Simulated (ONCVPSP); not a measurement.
**Pseudopotential generation for technetium: ONCV, PBE**

Aim: build the potential from the settings below, then test how well it stands in for the atom: other configurations, scattering, ghost states and the plane-wave cutoff that it needs.

Method: ONCVPSP 4.0.1, PBE, scalar-relativistic.

3 further runs of the same task are left out: 1 that didn't finish, 2 set aside as unsound or not needed.

**1. Settings**

The settings as typed:

```json
{
 "element": "technetium (Tc, Z = 43)",
 "type": "optimised norm-conserving Vanderbilt (ONCV)",
 "frozen core": "[Ar] 3d10",
 "valence charge": "15",
 "reference configuration": "4s2 4p6 4d5 5s0.5 (charge +1.5)",
 "partial waves": "4s+5s: rc 1.85 bohr, ncon 3, nbas 7, qcut 8.6 1/bohr, 2 projectors; 4p: rc 1.20 bohr, ncon 4, nbas 8, qcut 6 1/bohr, 1 projector; 4d: rc 2.10 bohr, ncon 3, nbas 7, qcut 7.5 1/bohr, 2 projectors, debl 1.3 Ha; f scattering state at 0.12 Ha: rc 2.10 bohr, ncon 4, nbas 9, qcut 4.6 1/bohr, 3 projectors, debl 3.8 Ha",
 "local potential": "polynomial inside 0.85 bohr (lpopt 4, dvloc0 4 Ha)",
 "core correction": "polynomial model core, fcfact 0.98"
}
```

An earlier all-electron run gives the scale for the radii.

All-electron outer shells of the reference configuration (PBE, scalar-relativistic, ld1.x):

```json
{"shell": "3d", "level (eV)": "-261.61", "outermost node (bohr)": "–", "outermost maximum (bohr)": "0.31"}
{"shell": "4s", "level (eV)": "-85.15", "outermost node (bohr)": "0.50", "outermost maximum (bohr)": "0.95"}
{"shell": "4p", "level (eV)": "-57.13", "outermost node (bohr)": "0.51", "outermost maximum (bohr)": "1.03"}
{"shell": "4d", "level (eV)": "-18.19", "outermost node (bohr)": "0.50", "outermost maximum (bohr)": "1.27"}
{"shell": "5s", "level (eV)": "-14.83", "outermost node (bohr)": "1.27", "outermost maximum (bohr)": "2.56"}
{"shell": "5p", "level (eV)": "-9.91", "outermost node (bohr)": "1.43", "outermost maximum (bohr)": "3.12"}
```

**2. The generation run**

Tc.dat

```
# ATOM AND REFERENCE CONFIGURATION
# atsym  z   nc   nv     iexc    psfile
  Tc 43.00    6    4        4      upf
#
#   n    l    f
    1    0    2.00
    2    0    2.00
    2    1    6.00
    3    0    2.00
    3    1    6.00
    3    2   10.00
    4    0    2.00
    4    1    6.00
    4    2    5.00
    5    0    0.50
#
# PSEUDOPOTENTIAL AND OPTIMIZATION
# lmax
    3
#
#   l,   rc,      ep,       ncon, nbas, qcut
    0    1.85    0.00    3    7    8.60
    1    1.20    0.00    4    8    6.00
    2    2.10    0.00    3    7    7.50
    3    2.10    0.12    4    9    4.60
#
# LOCAL POTENTIAL
# lloc, lpopt,  rc(5),   dvloc0
    4    4    0.85    4.00
#
# VANDERBILT-KLEINMAN-BYLANDER PROJECTORs
# l, nproj, debl
    0    2    1.90
    1    1    2.90
    2    2    1.30
    3    3    3.80
#
# MODEL CORE CHARGE
# icmod, fcfact, rcfact
    1    0.98    0.00
#
# LOG DERIVATIVE ANALYSIS
# epsh1, epsh2, depsh
   -5.00    5.00    0.04
#
# OUTPUT GRID
# rlmax, drl
    6.00    0.01
#
# TEST CONFIGURATIONS
# ncnf
    4
# nvcnf
#   n    l    f
    4
    4    0    2.00
    4    1    6.00
    4    2    5.00
    5    0    2.00
#
    4
    4    0    2.00
    4    1    6.00
    4    2    5.00
    5    0    1.00
#
    4
    4    0    2.00
    4    1    6.00
    4    2    5.00
    5    0    0.00
#
    5
    4    0    2.00
    4    1    6.00
    4    2    5.00
    5    0    0.00
    5    1    2.00
#
```

Started as:

```bash
$ oncvpsp.x < Tc.dat > Tc.out
```

Q: Predict the outcome of this session. Wanted: cutoffs for 1 and 0.1 mHa per electron, occupied waves; bound ghosts; GHOST(+) flags; largest test error; largest phase difference near zero energy, channels read; rms error of d²Exc/dn², without and with the model core.

The runs gave:

```
                                                quantity                             value
  cutoffs for 1 and 0.1 mHa per electron, occupied waves                 114 Ha and 143 Ha
                                            bound ghosts                        none found
                                          GHOST(+) flags                       s at 169 eV
                            largest test error (AE − PS)  +91 meV, for 4s2 4p6 4d5 5s0 5p2
largest phase difference near zero energy, channels read                         0.014 rad
 rms error of d²Exc/dn², without and with the model core                 2.34 and 1.13 mHa
```

In words: By total energies transferability is fair: the largest error is 91 meV on 7.0 eV, for 4s2 4p6 4d5 5s0 5p2. It counts as very hard, with 114 Ha needed at the looser tolerance. At the looser tolerance the 4p wave is the slowest; 4s needs 22 Ha. The program's ghost test flags no bound state. Near zero energy the phases of the channels with partial waves agree within 0.014 rad. The program also flags highly localised states, GHOST(+) (s).
